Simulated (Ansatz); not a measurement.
This script makes a scan of ordered alloys across composition of Mg-Li mixtures with Ansatz 0.2.0 through its Python package.

`alloy.py`:
```python
"""Ordered Mg-Li cells across composition, after relaxing atoms and volume at fixed cell shape."""

from collections import Counter

import ansatz as az
import numpy as np
from tabulate import tabulate


def fcc(a_site, a):
    return (
        az.Lattice.fcc(a)
        .space_group(225)
        .atom(a_site, (0, 0, 0))
        .primitive()
    )

A_FIRST, A_LAST = 4.53, 4.42


def solve(name, crystal):
    calc = (
        crystal.calculation()
        .functional(az.Functional.PBESOL)
        .basis(520)
        .kpoints(spacing=0.27)
        .occupations("fermi_dirac", width=0.1)
        .band_table()
    )
    calc = calc.relax(force_tolerance=0.01, max_steps=60, fix_cell=["shape"])
    return calc.run()


def volume_per_atom(outcome):
    return abs(np.linalg.det(outcome.lattice.cell_ang)) / len(outcome.lattice.sites)


def counts(outcome):
    return Counter(site.symbol for site in outcome.lattice.sites)


def main() -> None:
    # ordered cells: the first k mixed sites take the second element
    phases = {}
    for k in range(4 + 1):
        a = A_FIRST + (A_LAST - A_FIRST) * k / 4
        cell = fcc("Mg", a).conventional().resolved()
        sites = [site.position for site in cell.sites if site.symbol == "Mg"]
        for position in sites[:k]:
            cell = cell.substitution("Li", at=position, replaces="Mg")
        phases[f"Mg{4 - k}Li{k}"] = cell.resolved()

    done = {name: solve(name, crystal) for name, crystal in phases.items()}

    # mixing quantities against the straight line between the end members, both on this lattice
    x = {name: counts(o)["Li"] / (counts(o)["Mg"] + counts(o)["Li"]) for name, o in done.items()}
    first, last = min(x, key=x.get), max(x, key=x.get)
    energy = {name: o.report["energy_sigma0_ev"] / len(o.lattice.sites) for name, o in done.items()}
    volume = {name: volume_per_atom(o) for name, o in done.items()}
    rows = []
    for name in sorted(done, key=x.get):
        line = lambda table: (1 - x[name]) * table[first] + x[name] * table[last]
        rows.append((name, x[name], 1000 * (energy[name] - line(energy)), volume[name], 100 * (volume[name] / line(volume) - 1)))
    print(tabulate(rows, headers=["cell", "x(Li)", "E_mix (meV/atom)", "V (A^3/atom)", "excess V (%)"], floatfmt=".4f", tablefmt="github"))
    # a fit of these few cells to Omega x(1 - x); small periodic cells, not a random solution
    shape = np.array([row[1] * (1 - row[1]) for row in rows])
    print("Omega =", round(float(shape @ [row[2] for row in rows] / (shape @ shape)), 1), "meV/atom")


if __name__ == "__main__":
    main()
```

Do these ordered cells favour mixing or separation, and does the volume follow a straight line between the end members?

Mixing energies: -31 meV an atom at x(Mg) = 0.25 (volume -4.0 % off the straight line), -39 meV an atom at x(Mg) = 0.50 (volume -3.7 % off the straight line) and -37 meV an atom at x(Mg) = 0.75 (volume -2.2 % off the straight line). Values this small can change sign on a finer mesh.

What the script printed:

Output of `python alloy.py`:
```text
| cell   |   x(Li) |   E_mix (meV/atom) |   V (A^3/atom) |   excess V (%) |
|--------|---------|--------------------|----------------|----------------|
| Mg4Li0 |  0.0000 |             0.0000 |        22.6512 |         0.0000 |
| Mg3Li1 |  0.2500 |           -37.0644 |        21.5603 |        -2.1701 |
| Mg2Li2 |  0.5000 |           -39.2281 |        20.6270 |        -3.7284 |
| Mg1Li3 |  0.7500 |           -31.0838 |        19.9844 |        -3.9821 |
| Mg0Li4 |  1.0000 |             0.0000 |        20.2005 |         0.0000 |
Omega = -170.1 meV/atom
```

Notes:
- Total energies depend on the potentials; only differences at equal settings carry meaning.
- For the metals among these phases the mesh is modest: differences between phases can be off by up to 40 meV an atom.
- Atoms and volume are relaxed with the cell's shape held, which in cells of lower than cubic symmetry can hide stresses and shift volumes.
- These are small ordered cells, with both end members on the same lattice, which need not be their own; they aren't random solutions. Differences under about 40 meV an atom lie within the error of mesh and functional.
- The cells are prototypes set up for this calculation and needn't exist.
- Run time: 38 s on 1 thread of Intel(R) Xeon(R) Platinum 8488C (Sapphire Rapids), with other jobs on the host, peak memory 0.52 GiB.

(Lines on the test bed's own set-up are left out of the output.)
